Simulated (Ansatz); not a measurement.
This script makes vertical spin-state energies of GaH6P, SMILES [PH3+][GaH3-] with the Python package of Ansatz (0.2.0).

Contents of `gah6p.xyz`:
```text
8

P    -0.55320   -0.01810   -1.00030
Ga    0.55710   -0.04070    0.96100
H    -1.83200   -0.69840   -0.88770
H     0.25410   -0.53340   -2.03790
H    -0.89550    1.35700   -1.35500
H     0.76140    1.47740    1.51260
H     2.02620   -0.71520    0.71760
H    -0.22590   -0.88570    2.03400
```

`spin_gah6p.py`
```python
# -*- coding: utf-8 -*-
import ansatz as az

gah6p = az.Crystal.molecule_from_extxyz("gah6p.xyz")

job = (
    gah6p.calculation()
    .basis(gaussian="cc-pVDZ")
    .correlation("MP2")
)
found = {}
for unpaired in [0, 2]:
    data = job.spin("collinear", total=unpaired).run(threads=1, backend="cpu").report
    s = unpaired / 2
    found[unpaired] = data["free_energy_ev"]
    print(f"2S+1 = {unpaired + 1}: E = {found[unpaired]:.5f} eV, <S^2> = {abs(data['mean_field']['state']['spin_squared']):.3f} (pure state {s * (s + 1):.2f})")
lowest = min(found, key=found.get)
for unpaired, e in found.items():
    print(f"multiplicity {unpaired + 1}: {96.485332 * (e - found[lowest]):.1f} kJ/mol above the lowest")
```

Which spin state is lowest at this geometry, and how far above lie the others?

In order: multiplicity 1 (+0.00 eV) and multiplicity 3 (+5.91 eV), all at the one geometry.

The output:

Output of `python spin_gah6p.py`:
```text
2S+1 = 1: E = -61705.02783 eV, <S^2> = 0.000 (pure state 0.00)
2S+1 = 3: E = -61699.12081 eV, <S^2> = 2.015 (pure state 2.00)
multiplicity 1: 0.0 kJ/mol above the lowest
multiplicity 3: 569.9 kJ/mol above the lowest
```

Reading the output:
- Total energies depend on the basis set; only differences at equal settings carry meaning.
- The geometry is a force-field or estimated start, not a minimum of this method, and the basis set is short of its limit. All parts are taken at fixed geometry, without zero-point energy.
- S² is that of the Hartree-Fock reference.
- The whole script took 16 s on 1 thread of Arm Neoverse V1, on a shared host, peak memory 0.29 GiB.

(A comment or docstring line of the script was reworded after the run, the code is as it ran; lines on the test bed's own set-up are left out of the output.)
